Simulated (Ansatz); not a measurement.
# ZnSe (Stilleite): the cost of one run

Method: DFT r²SCAN, scalar-relativistic, plane waves, PAW, in Ansatz 0.2.0.

### Step 1. Starting point

The structure is cubic, space group F-43m (No. 216). Conventional cell: a = 5.666 Å, b = 5.666 Å, c = 5.666 Å, α = 90.00°, β = 90.00°, γ = 90.00°. Zn (site symmetry -43m) is surrounded by 4 Se at 2.45 Å. Se (site symmetry -43m) has 4 Zn at 2.45 Å as nearest neighbours.

Coordinates:

```
CELL_PARAMETERS angstrom
0.00000 2.83301 2.83301
2.83301 0.00000 2.83301
2.83301 2.83301 0.00000
ATOMIC_POSITIONS crystal
Zn 0.00000 0.00000 0.00000
Se 0.25000 0.25000 0.25000
```

This cell comes from an earlier session at r²SCAN: 22.737 Å³/atom at 0.00 GPa, on a 6×6×6 mesh.

### Step 2. Volume × 0.96

input.yaml

```yaml
crystal:
  lattice:
    - [0.0, 2.7947178488, 2.7947178488]
    - [2.7947178488, 0.0, 2.7947178488]
    - [2.7947178488, 2.7947178488, 0.0]
  atoms:
    - { symbol: Zn, position: [0.0, 0.0, 0.0] }
    - { symbol: Se, position: [0.25, 0.25, 0.25] }
basis:
  ecutwfc: 500
  ecutrho_ratio: 4
kpoints:
  mp_grid: { grid: [6, 6, 6] }
hamiltonian:
  xc: r2scan
scf:
  occupations: { method: gaussian, width: 0.05 }
output:
  forces: true
  stress: true
  eigenvalues: true
```

Launch:

```console
> ansatz run input.yaml --threads 1 --pin off --max-ram 2560MiB --backend cpu --events-out ev --progress --plain --runs-dir out
```

Q: Estimate wall time and peak memory on 1 thread of Intel Xeon at 2.70GHz, shared host.

About 3.6 s, with a peak of 0.44 GiB.
